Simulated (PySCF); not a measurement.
# A diatomic session: YCl

The task here is to estimate one member of a computed series from the others.

Computed with PySCF 2.14.0. Level: Y def2-TZVPP with ECP28, Cl def2-TZVPP, scalar-relativistic core potentials.

Set-up of the first run:

The job is set up so:

```yaml
atoms: Y, Cl
charge: 0
basis: Y def2-TZVPP with ECP28, Cl def2-TZVPP
Hamiltonian: scalar-relativistic core potentials
basis_functions: 98
electrons_treated: 28
masses_in_u: 88.9058, 34.9689
levels: PBE0, PBE, r²SCAN, BLYP, M06, LDA, PBEsol, CAM-B3LYP, HF, MP2, SCS-MP2, CCSD, CCSD(T)
grid: 80 radial by 434 angular points
occupations: held fixed by the projection of orbital angular momentum
dissociation_limit: Y + Cl, each in its ground configuration
starting_distance_in_angstrom: 2.435
values_of_2S_to_try: 0, 2, 4
```

Command:

```sh
$ OMP_NUM_THREADS=2 python dia.py task.json out
```

Among the steps run: Input; First curve: PBE0; Other states along the same grid; PBE (GGA); r²SCAN (meta-GGA); BLYP (GGA); M06 (hybrid meta-GGA); LDA; PBEsol (GGA); CAM-B3LYP; RHF (mean field); Adding correlation.

One of the session's tables, all rows but one given; the rest of the session is left out.

```
      level  Re (Å)  ωe (cm⁻¹)  De (eV)
        RHF   2.446        360     4.17
    RHF-MP2   2.395        379     5.61
RHF-SCS-MP2   2.409        374     5.47
   RHF-CCSD   2.415        372     5.21
RHF-CCSD(T)   2.411        374     5.35
        LDA   2.346        396     6.00
        PBE   2.379        377     5.32
     PBEsol   2.360        387     5.59
       BLYP   2.405        364     5.12
     r²SCAN   2.382        382     5.15
       PBE0       ?          ?        ?
        M06   2.383        381     5.41
  CAM-B3LYP   2.394        377     5.18
```

**Question.** Estimate the row for PBE0.

As computed: Re (Å): 2.377; ωe (cm⁻¹): 382; De (eV): 5.22. In the column «Re (Å)» it lies between PBEsol (2.360) and PBE (2.379).
